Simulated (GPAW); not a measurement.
Write an ASE script for GPAW 26.7.0 that does the following.

| Item | Value |
| --- | --- |
| Task | single point |
| Functional | PBE |
| Potentials or basis | GPAW PAW data sets (gpaw-data 1.2.1) |
| Cutoff | 600 eV |
| Basis | pw |
| k mesh | 5 × 5 × 5 |
| Occupations | fermi-dirac, width 0.05 eV |
| Spin | collinear spin, ferromagnetic start |
| Starting moments | [0.0, 3.0, 3.0, 3.0, 0.0, 0.0, 0.0, 0.0] μB |
| Maxiter | 120 |
| Convergence | default |

The system is TaV3N4.

```
CELL_PARAMETERS angstrom
4.22019 0.00000 0.00000
0.00000 4.22019 0.00000
0.00000 0.00000 4.22019
ATOMIC_POSITIONS crystal
Ta 0.50000 0.50000 0.50000
V 0.50000 0.00000 0.00000
V 0.00000 0.50000 0.00000
V 0.00000 0.00000 0.50000
N 0.00000 0.00000 0.00000
N 0.00000 0.50000 0.50000
N 0.50000 0.00000 0.50000
N 0.50000 0.50000 0.00000
```

The cell comes from a database or a generator and needn't be the stable form of this composition.

One way to write it, as run:

run.py

```python
from ase import Atoms
from ase.dft.bandgap import bandgap
from ase.io import write
from ase.units import GPa
from gpaw import GPAW, PW

atoms = Atoms(['Ta', 'V', 'V', 'V', 'N', 'N', 'N', 'N'],
              cell=[[4.220192, 0.0, 0.0],
                    [0.0, 4.220192, 0.0],
                    [0.0, 0.0, 4.220192]],
              scaled_positions=[[0.5, 0.5, 0.5],
                                [0.5, 0.0, 0.0],
                                [0.0, 0.5, 0.0],
                                [0.0, 0.0, 0.5],
                                [0.0, 0.0, 0.0],
                                [0.0, 0.5, 0.5],
                                [0.5, 0.0, 0.5],
                                [0.5, 0.5, 0.0]],
              pbc=True)
atoms.set_initial_magnetic_moments([0.0, 3.0, 3.0, 3.0, 0.0, 0.0, 0.0, 0.0])

calc = GPAW(mode=PW(600),
            xc='PBE',
            kpts={'size': (5, 5, 5), 'gamma': True},
            occupations={'name': 'fermi-dirac', 'width': 0.05},
            nbands=63,
            maxiter=120,
            txt='gpaw.txt')
atoms.calc = calc
energy = atoms.get_potential_energy()
forces = atoms.get_forces()
stress = atoms.get_stress()
calc.write('gs.gpw')
write('result.traj', atoms)
print(f'Energy: {energy:.6f} eV')
print('Forces (eV/A):')
print(forces.round(4))
print('Stress (GPa):', (stress / GPa).round(3))
print('Moments:', calc.get_magnetic_moments().round(3))
print('Fermi level:', round(calc.get_fermi_level(), 4), 'eV')
print(f'Gap: {bandgap(calc)[0]:.4f} eV, direct: {bandgap(calc, direct=True)[0]:.4f} eV')
```

Potentials or basis: GPAW PAW data sets (gpaw-data 1.2.1), pw.

Launch:

```console
$ OMP_NUM_THREADS=1 python run.py
```

Results of the run:

| Quantity | Value |
| --- | --- |
| Pressure | -7.0 GPa |
| Band gap on the k mesh | none (metal or under the smearing width) |
| Net moment | 0.00 μB per cell |

Caveat: the cutoff is short for stress and forces, so pressures can be off by a GPa or more.

It took 110 s on 1 thread of Arm Neoverse V2 (shared host), peak memory 0.25 GiB.
